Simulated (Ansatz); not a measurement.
**Bi (sc type): a single-point run**

Aim: a sound single-point run of Bi (sc type).

Computed with Ansatz 0.2.0 (Kohn-Sham DFT, with the functional, basis and potentials that each input names (as first typed), unless a step's input says otherwise).

1 further run of the same task is left out (it didn't finish). Runs told in other sessions of the task aren't counted.

## Step 1: The system as given

Symmetry: Pm-3m, No. 221, cubic system. Conventional cell: a = 2.697 Å, b = 2.697 Å, c = 2.697 Å, α = 90.00°, β = 90.00°, γ = 90.00°. Bi (site symmetry m-3m) is surrounded by 6 Bi at 2.70 Å.

Coordinates:

```
Bi
1.0
     2.69686    0.00000    0.00000
     0.00000    2.69686    0.00000
     0.00000    0.00000    2.69686
Bi
1
Direct
  0.00000 0.00000 0.00000
```

## Step 2: Running it

Input file input.yaml:

```yaml
crystal:
  lattice:
    - [2.6968645676, 0.0, 0.0]
    - [0.0, 2.6968645676, 0.0]
    - [0.0, 0.0, 2.6968645676]
  atoms:
    - { symbol: Bi, position: [0.0, 0.0, 0.0] }
kpoints:
  mp_grid: { grid: [12, 12, 12] }
scf:
  occupations: { method: fermi_dirac, width: 0.05 }
  max_iter: 50
hamiltonian:
  xc: lda
  pseudopotentials: { kind: paw }
  hubbard: { sites: [{ species: Bi, l: p, u_eff: 20.0 }] }
output:
  forces: true
  stress: true
  eigenvalues: true
  populations: true
```

Launch:

```bash
$ ansatz run input.yaml --threads 1 --pin off --max-ram 2048MiB --backend cpu --events-out ev --progress --plain --runs-dir out
```

Q: Will this input give a usable result? If not, why, and what should change?

This run ends as converged, with warnings (filled band counts differ across k points). It gives a pressure of 92 GPa, which is large; a structure far from rest gives such values too, whatever the setting.

Look at the input: hamiltonian.hubbard.sites is [{species: Bi, l: p, u_eff: 20.0}]. A U of this value distorts the shell's occupations and the levels near the Fermi energy.

Run again and compare: delete hamiltonian.hubbard.sites.
